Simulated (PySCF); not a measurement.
# Li₂Cl₂, a complex of two parts: interaction energy

One table from this session's results is given with a row withheld; the runs are named, their logs left out.

Programs: PySCF 2.14.0. All values are calculated, for the isolated system unless a continuum is named. Atoms count from 0, parts from 1.

### Starting point

4 atoms, charge 0, multiplicity 1; geometry: GFN2-xTB. Parts: 1 = atoms 0–1, `[Li][Cl]`, charge 0; 2 = atoms 2–3, `[Li][Cl]`, charge 0.

Set-up of the first run:

Job settings and geometry (Å):

```
{"job": {"xc": "PBE0", "basis": "def2-SVPD", "d3": "d3bj", "grid": 2, "kind": "geom", "shake": 0.01}, "charge": 0, "multiplicity": 1, "parts": [{"atoms": "0-1", "charge": 0, "multiplicity": 1}, {"atoms": "2-3", "charge": 0, "multiplicity": 1}]}
Li    -0.030903     0.940806     0.312644
Cl     0.561061    -0.916528    -0.544363
Li     2.284621     0.254115    -1.069689
Cl     1.712650     2.142526    -0.214849
```

Run with:

```sh
OMP_NUM_THREADS=1 python cluster_run.py task.json out
```

The driver reads the jobs from task.json and runs them one after another.

Among the steps run: Geometry optimisation at PBE0-D3(BJ)/def2-SVPD; Coupled-cluster interaction energy: CCSD(T) and MP2.

One of the session's tables, all rows but one given; the rest of the session is left out.

It belongs to the step «Coupled-cluster interaction energy: CCSD(T) and MP2». 

```
                 method  interaction energy (kcal/mol)
         HF/aug-cc-pVDZ                         -51.02
        MP2/aug-cc-pVDZ                         -50.53
       CCSD/aug-cc-pVDZ                         -50.43
    CCSD(T)/aug-cc-pVDZ                         -50.18
         HF/aug-cc-pVTZ                         -52.91
        MP2/aug-cc-pVTZ                         -54.05
    SCS-MP2/aug-cc-pVTZ                              ?
      MP2, extrapolated                         -54.74
CCSD(T), limit estimate                         -54.40
```

**Question.** Estimate the row for SCS-MP2/aug-cc-pVTZ.

As computed: interaction energy (kcal/mol): -53.35. In the column «interaction energy (kcal/mol)» it lies between MP2/aug-cc-pVTZ (-54.05) and HF/aug-cc-pVTZ (-52.91).

In this run the core of Li (1s) is correlated, in a basis without core functions; only the other cores are frozen.

Limits of these values: The interaction energy leaves out the deformation of the parts, 4.85 kcal/mol (MP2); added to the CCSD(T) estimate it gives a binding of about -49.54 kcal/mol.
